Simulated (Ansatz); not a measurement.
# C7H9O4PRu: basis-set convergence

An exercise on one series of results from a longer session: the logs are not shown, and one member is left open.

Method: one geometry, several basis sets; program: Ansatz 0.2.0, Gaussian basis.

Plan: PBE0-D4/def2-SVP; ωB97M-V/def2-SVP; PBE0-D4/def2-QZVPP; ωB97M-V/def2-QZVPP; the functionals' def2-TZVPP values are taken from earlier runs.

1 further run of the same task is left out (for a known fault of the program).

### The geometry

All runs share one geometry, relaxed beforehand with PBE0-D4 in a triple-zeta def2 set. Ru takes the def2 core potential; no spin-orbit term is included.

SMILES `C[P+](C)(C)[Ru-5]([C]#[O+])([C]#[O+])([C]#[O+])[C]#[O+]`, 22 atoms, charge 0, spin multiplicity 1.

Atoms are counted from 1 here; the program's logs count them from 0.

Bond lengths: C1–P2 1.821 Å, C1–H14 1.093 Å, C1–H15 1.091 Å, C1–H16 1.091 Å, P2–C3 1.821 Å, P2–C4 1.821 Å, P2–Ru5 2.327 Å, C3–H17 1.093 Å, C3–H18 1.091 Å, C3–H19 1.091 Å, C4–H20 1.093 Å, C4–H21 1.091 Å, C4–H22 1.091 Å, Ru5–C6 1.921 Å, Ru5–C8 1.920 Å, Ru5–C10 1.921 Å, Ru5–C12 1.920 Å, C6–O7 1.142 Å and more. Angles: P2–C1–H14 111.5°, P2–C1–H15 109.3°, P2–C1–H16 109.4°, H14–C1–H15 109.3°, H14–C1–H16 109.3°, H15–C1–H16 108.0°, C1–P2–C3 102.0°, C1–P2–C4 102.2°, C1–P2–Ru5 116.0°, C3–P2–C4 102.1°, C3–P2–Ru5 115.7°, C4–P2–Ru5 116.5°, P2–C3–H17 111.5°, P2–C3–H18 109.3°, P2–C3–H19 109.3°, H17–C3–H18 109.3°, H17–C3–H19 109.3°, H18–C3–H19 108.0° and more.

As a file:

| atom | x (Å) | y (Å) | z (Å) |
| --- | --- | --- | --- |
| C1 | -1.63606 | 0.45659 | 1.35217 |
| P2 | -0.32837 | -0.36810 | 0.38998 |
| C3 | -1.24308 | -1.72559 | -0.40803 |
| C4 | 0.60508 | -1.24529 | 1.68410 |
| Ru5 | 0.90326 | 0.99562 | -1.03737 |
| C6 | 0.70265 | 2.71412 | -0.20316 |
| O7 | 0.58488 | 3.73510 | 0.29529 |
| C8 | 1.50582 | -0.27930 | -2.34070 |
| O9 | 1.86545 | -1.03925 | -3.11408 |
| C10 | 2.65578 | 0.90888 | -0.25422 |
| O11 | 3.69684 | 0.85754 | 0.21233 |
| C12 | -0.46877 | 1.51342 | -2.27613 |
| O13 | -1.28595 | 1.82142 | -3.01254 |
| H14 | -2.17366 | -0.25206 | 1.98785 |
| H15 | -2.34023 | 0.93305 | 0.66822 |
| H16 | -1.19125 | 1.23446 | 1.97473 |
| H17 | -1.80125 | -2.31699 | 0.32270 |
| H18 | -1.93676 | -1.31086 | -1.14118 |
| H19 | -0.54120 | -2.37329 | -0.93573 |
| H20 | -0.05138 | -1.86371 | 2.30209 |
| H21 | 1.11648 | -0.51812 | 2.31670 |
| H22 | 1.36169 | -1.87764 | 1.21698 |

The first run:

Contents of in.yaml:

```yaml
crystal:
  periodic: [false, false, false]
  atoms:
    - {symbol: C, position_ang: [-1.636062, 0.456585, 1.352173]}
    - {symbol: P, position_ang: [-0.328369, -0.368104, 0.389983]}
    - {symbol: C, position_ang: [-1.243076, -1.725593, -0.408029]}
    - {symbol: C, position_ang: [0.605078, -1.245293, 1.684102]}
    - {symbol: Ru, position_ang: [0.903264, 0.995624, -1.037368]}
    - {symbol: C, position_ang: [0.702648, 2.714122, -0.203163]}
    - {symbol: O, position_ang: [0.584884, 3.735104, 0.295288]}
    - {symbol: C, position_ang: [1.505821, -0.279295, -2.340705]}
    - {symbol: O, position_ang: [1.865449, -1.039246, -3.114084]}
    - {symbol: C, position_ang: [2.655781, 0.908884, -0.254221]}
    - {symbol: O, position_ang: [3.696840, 0.857543, 0.212329]}
    - {symbol: C, position_ang: [-0.468768, 1.513418, -2.276131]}
    - {symbol: O, position_ang: [-1.285949, 1.821422, -3.012536]}
    - {symbol: H, position_ang: [-2.173661, -0.252065, 1.987845]}
    - {symbol: H, position_ang: [-2.340230, 0.933051, 0.668221]}
    - {symbol: H, position_ang: [-1.191251, 1.234463, 1.974731]}
    - {symbol: H, position_ang: [-1.801247, -2.316989, 0.322699]}
    - {symbol: H, position_ang: [-1.936763, -1.310865, -1.141177]}
    - {symbol: H, position_ang: [-0.541204, -2.373292, -0.935734]}
    - {symbol: H, position_ang: [-0.051381, -1.863712, 2.302089]}
    - {symbol: H, position_ang: [1.116475, -0.518121, 2.316695]}
    - {symbol: H, position_ang: [1.361690, -1.877641, 1.216984]}
basis:
  gaussian: {orbitals: def2-SVP}
hamiltonian: {xc: pbe0, dispersion: d4}
output: {orbitals: {seedname: orbitals}}
```

On the command line:

```bash
$ ansatz run in.yaml --threads 11 --pin off --events-out ev --progress --plain --max-ram 174080MiB --backend cpu
```

Steps of the session up to this table: PBE0-D4 in def2-SVP; ωB97M-V in def2-SVP; PBE0-D4 in def2-QZVPP; ωB97M-V in def2-QZVPP.

One of the session's tables, all rows but one given; the rest of the session is left out.

| functional | basis | HOMO (eV) |
| --- | --- | --- |
| PBE0-D4 | def2-SVP | ? |
| PBE0-D4 | def2-TZVPP | -5.46 |
| PBE0-D4 | def2-QZVPP | -5.50 |
| ωB97M-V | def2-SVP | -7.21 |
| ωB97M-V | def2-TZVPP | -7.36 |
| ωB97M-V | def2-QZVPP | -7.40 |

Q: Estimate the row for PBE0-D4, def2-SVP from the others.

The run gave: HOMO (eV): -5.35. In the column «HOMO (eV)» it is the highest.
